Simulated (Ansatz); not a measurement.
# CH6BNS: two geometries relaxed

Program: Ansatz 0.2.0. Level of theory: RKS PBE0-D4/6-31G*. These are calculated values, not measurements.

### 1 The starting structure

Bond lengths: C1–B2 1.522 Å, B2–N3 1.509 Å, B2–S4 1.946 Å, C1–H5 1.137 Å, C1–H6 1.164 Å, C1–H7 1.103 Å, N3–H8 1.039 Å, N3–H9 1.106 Å, S4–H10 1.374 Å. Angles: C1–B2–N3 119.3°, C1–B2–S4 120.3°, N3–B2–S4 120.4°, B2–C1–H5 113.7°, B2–C1–H6 111.7°, B2–C1–H7 112.0°, H5–C1–H6 105.7°, H5–C1–H7 107.2°, H6–C1–H7 106.0°, B2–N3–H8 106.9°, B2–N3–H9 107.8°, H8–N3–H9 103.0°, B2–S4–H10 90.4°.

Structure file:

```xyz
10

C    -1.0354    0.5216   -0.6629
B     0.1138   -0.2344   -0.0126
N     0.0145   -0.6190    1.4430
S     1.7041   -0.6803   -1.0417
H    -0.8621    0.7601   -1.7613
H    -1.2246    1.5460   -0.1445
H    -1.9862   -0.0327   -0.5949
H     0.1912   -1.6415    1.4982
H     0.8867   -0.1865    1.9672
H     2.2811    0.5154   -0.6875
```

### 2 End point A

The input, input.yaml:

```yaml
crystal:
  periodic: [false, false, false]
  atoms:
    - { symbol: C, position_ang: [-1.0354, 0.5216, -0.6629] }
    - { symbol: B, position_ang: [0.1138, -0.2344, -0.0126] }
    - { symbol: "N", position_ang: [0.0145, -0.619, 1.443] }
    - { symbol: S, position_ang: [1.7041, -0.6803, -1.0417] }
    - { symbol: H, position_ang: [-0.8621, 0.7601, -1.7613] }
    - { symbol: H, position_ang: [-1.2246, 1.546, -0.1445] }
    - { symbol: H, position_ang: [-1.9862, -0.0327, -0.5949] }
    - { symbol: H, position_ang: [0.1912, -1.6415, 1.4982] }
    - { symbol: H, position_ang: [0.8867, -0.1865, 1.9672] }
    - { symbol: H, position_ang: [2.2811, 0.5154, -0.6875] }
basis:
  gaussian: { orbitals: "6-31G*" }
hamiltonian:
  xc: pbe0
  dispersion: d4
relax:
  f_tol: 0.015
  max_steps: 40
```

Command:

```
$ ansatz run input.yaml --threads 1 --pin off --max-ram 2048MiB --backend cpu --events-out ev --progress --plain --runs-dir out
```

What time and memory should one allow on 1 thread of Arm Neoverse V1, shared host?

About 100 s, with a peak of 0.15 GiB.
